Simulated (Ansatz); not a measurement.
# C6H12S: how energies converge with the basis set

The task here is to estimate one member of a computed series from the others.

Method: one geometry, several basis sets; program: Ansatz 0.2.0, Gaussian basis.

Levels to be run: PBE0-D4/def2-SVP; ωB97M-V/def2-SVP; PBE0-D4/def2-QZVPP; ωB97M-V/def2-QZVPP; the functionals' def2-TZVPP values are taken from earlier runs.

**The geometry**

All runs share one geometry, relaxed beforehand with PBE0-D4 in a triple-zeta def2 set.

SMILES `C1CCCSCC1`, 19 atoms, charge 0, spin multiplicity 1.

Atoms are counted from 1 here; the program's logs count them from 0.

Bond lengths: C1–C2 1.530 Å, C1–C7 1.526 Å, C1–H8 1.097 Å, C1–H9 1.094 Å, C2–C3 1.525 Å, C2–H10 1.094 Å, C2–H11 1.094 Å, C3–C4 1.524 Å, C3–H12 1.097 Å, C3–H13 1.094 Å, C4–S5 1.805 Å, C4–H14 1.094 Å, C4–H15 1.092 Å, S5–C6 1.807 Å, C6–C7 1.518 Å, C6–H16 1.093 Å, C6–H17 1.095 Å, C7–H18 1.095 Å and more. Angles: C2–C1–C7 114.4°, C2–C1–H8 110.5°, C2–C1–H9 108.6°, C7–C1–H8 110.1°, C7–C1–H9 107.2°, H8–C1–H9 105.6°, C1–C2–C3 116.2°, C1–C2–H10 109.4°, C1–C2–H11 108.3°, C3–C2–H10 107.5°, C3–C2–H11 108.9°, H10–C2–H11 106.0°, C2–C3–C4 115.9°, C2–C3–H12 109.6°, C2–C3–H13 108.3°, C4–C3–H12 107.3°, C4–C3–H13 109.2°, H12–C3–H13 106.1° and more.

Set-up of the first run:

in.yaml reads:

```yaml
crystal:
  periodic: [false, false, false]
  atoms:
    - {symbol: C, position_ang: [0.052790, -0.119287, -1.358718]}
    - {symbol: C, position_ang: [-0.715508, -1.150597, -0.529506]}
    - {symbol: C, position_ang: [-0.042655, -1.618360, 0.756532]}
    - {symbol: C, position_ang: [0.585649, -0.526273, 1.613173]}
    - {symbol: S, position_ang: [-0.368423, 0.997532, 1.776691]}
    - {symbol: C, position_ang: [0.209111, 1.860594, 0.298437]}
    - {symbol: C, position_ang: [-0.289602, 1.332142, -1.034470]}
    - {symbol: H, position_ang: [1.134118, -0.281384, -1.267512]}
    - {symbol: H, position_ang: [-0.180422, -0.278913, -2.415590]}
    - {symbol: H, position_ang: [-0.908897, -2.037201, -1.141024]}
    - {symbol: H, position_ang: [-1.696797, -0.733249, -0.284291]}
    - {symbol: H, position_ang: [0.747303, -2.340793, 0.516593]}
    - {symbol: H, position_ang: [-0.782042, -2.162627, 1.351934]}
    - {symbol: H, position_ang: [1.567193, -0.238780, 1.225656]}
    - {symbol: H, position_ang: [0.750096, -0.893858, 2.628591]}
    - {symbol: H, position_ang: [-0.115299, 2.895840, 0.432248]}
    - {symbol: H, position_ang: [1.303979, 1.864253, 0.328343]}
    - {symbol: H, position_ang: [-1.377316, 1.452379, -1.079996]}
    - {symbol: H, position_ang: [0.126732, 1.978554, -1.817089]}
basis:
  gaussian: {orbitals: def2-SVP}
hamiltonian: {xc: pbe0, dispersion: d4}
output: {orbitals: {seedname: orbitals}}
```

Launch:

```console
> ansatz run in.yaml --threads 2 --pin off --events-out ev --progress --plain --max-ram 32768MiB --backend cpu
```

Steps of the session up to this table: PBE0-D4 in def2-SVP; ωB97M-V in def2-SVP; PBE0-D4 in def2-QZVPP; ωB97M-V in def2-QZVPP.

One of the session's tables, all rows but one given; the rest of the session is left out.

It belongs to the step «Density functionals: the series». 

| functional | basis | HOMO (eV) | LUMO (eV) |
| --- | --- | --- | --- |
| PBE0-D4 | def2-SVP | -6.09 | 1.64 |
| PBE0-D4 | def2-TZVPP | -6.17 | 1.07 |
| PBE0-D4 | def2-QZVPP | -6.20 | 0.71 |
| ωB97M-V | def2-SVP | ? | ? |
| ωB97M-V | def2-TZVPP | -8.40 | 2.58 |
| ωB97M-V | def2-QZVPP | -8.44 | 1.91 |

**Question.** Estimate the row for ωB97M-V, def2-SVP.

The run gave: HOMO (eV): -8.31; LUMO (eV): 3.31. In the column «HOMO (eV)» it lies between ωB97M-V, def2-TZVPP (-8.40) and PBE0-D4, def2-QZVPP (-6.20).
